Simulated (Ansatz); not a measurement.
# NH₂Br (triplet): the correlation ladder at distance Br1–H2 along a hydrogen transfer = 1.524 Å, cc-pVTZ

How much of the correlation energy of NH₂Br (triplet) does each wave-function method recover here?

Method: cc-pVTZ, core rule «outside noble gas», up to 15 orbitals frozen; program: Ansatz 0.2.0, Gaussian basis.

To be run: UHF; CCSD(T) on ROHF; CCSD(T) on UHF; BCCD(T) on ROHF; CCSDT(Q) on ROHF; CCSDT(Q) on UHF; CASSCF and NEVPT2, 4 electrons in 4 orbitals; CASSCF and NEVPT2, 14 electrons in 10 orbitals.

### 1 The geometry

The geometry derives from fragments relaxed apart (PBE0/def2-TZVP) and kept rigid, so it is no stationary point. A hydrogen atom is moved between rigid fragments. No spin-orbit coupling is included. The filled d shell of Br may be among the frozen orbitals whatever the setting's name suggests; the logs give the count.

4 atoms, charge 0, spin multiplicity 3.

Atoms are counted from 1 here; the program's logs count them from 0.

Bond lengths: Br1–H2 1.524 Å, N3–H4 1.040 Å.

Coordinates:

```xyz
4

Br   -2.0403    0.2511    0.0000
H    -0.5163    0.2511    0.0000
N     1.1437    0.2511    0.0000
H     1.4128   -0.7532    0.0000
```

### 2 UHF

File in.yaml:

```yaml
crystal:
  periodic: [false, false, false]
  atoms:
    - {symbol: Br, position_ang: [-2.040270, 0.251057, 0.000000]}
    - {symbol: H, position_ang: [-0.516270, 0.251057, 0.000000]}
    - {symbol: N, position_ang: [1.143730, 0.251057, 0.000000]}
    - {symbol: H, position_ang: [1.412811, -0.753170, 0.000000]}
basis:
  gaussian: {orbitals: cc-pVTZ}
magnetization: {spin_polarized: true, initial_magnetization: 2}
hamiltonian: {xc: hf}
output: {orbitals: {seedname: orbitals}}
```

Command:

```console
$ ansatz run in.yaml --threads 1 --pin off --events-out ev --progress --plain --max-ram 2816MiB --backend cpu
```

The runs that follow: CCSD(T) on ROHF; CCSD(T) on UHF; BCCD(T) on ROHF; CCSDT(Q) on ROHF; CCSDT(Q) on UHF; CASSCF and NEVPT2, 4 electrons in 4 orbitals; CASSCF and NEVPT2, 14 electrons in 10 orbitals.

Q: Predict the results of all the runs planned. Wanted: UCCSDT(Q) below the RHF energy; RMP2 from UCCSDT(Q); UMP2 from UCCSDT(Q); RCCSD from UCCSDT(Q); RCCSD(T) from UCCSDT(Q); UCCSD(T) from UCCSDT(Q); RCCSDT(Q) from UCCSDT(Q); NEVPT2 valence from UCCSDT(Q); T1 diagnostic.

As calculated:

| quantity | value |
| --- | --- |
| UCCSDT(Q) below the RHF energy | -10.2800 eV |
| RMP2 from UCCSDT(Q) | +31.11 kcal/mol |
| UMP2 from UCCSDT(Q) | +31.37 kcal/mol |
| RCCSD from UCCSDT(Q) | +8.45 kcal/mol |
| RCCSD(T) from UCCSDT(Q) | +0.99 kcal/mol |
| UCCSD(T) from UCCSDT(Q) | +0.95 kcal/mol |
| RCCSDT(Q) from UCCSDT(Q) | +0.06 kcal/mol |
| NEVPT2 valence from UCCSDT(Q) | +42.02 kcal/mol |
| levels within 1 kcal/mol (43 meV) | RCCSD(T), UCCSD(T), BCCD(T), RCCSDT, UCCSDT, RCCSDT(Q) |
| T1 diagnostic | 0.019 |
| effectively unpaired electrons | 2.02 |

What this shows: RCCSD(T) misses by +0.99 kcal/mol, 0.4 % of the correlation energy. One determinant dominates. These misses are within one basis, not against nature; the frozen cores of restricted and unrestricted runs differ, which can shift their rows.
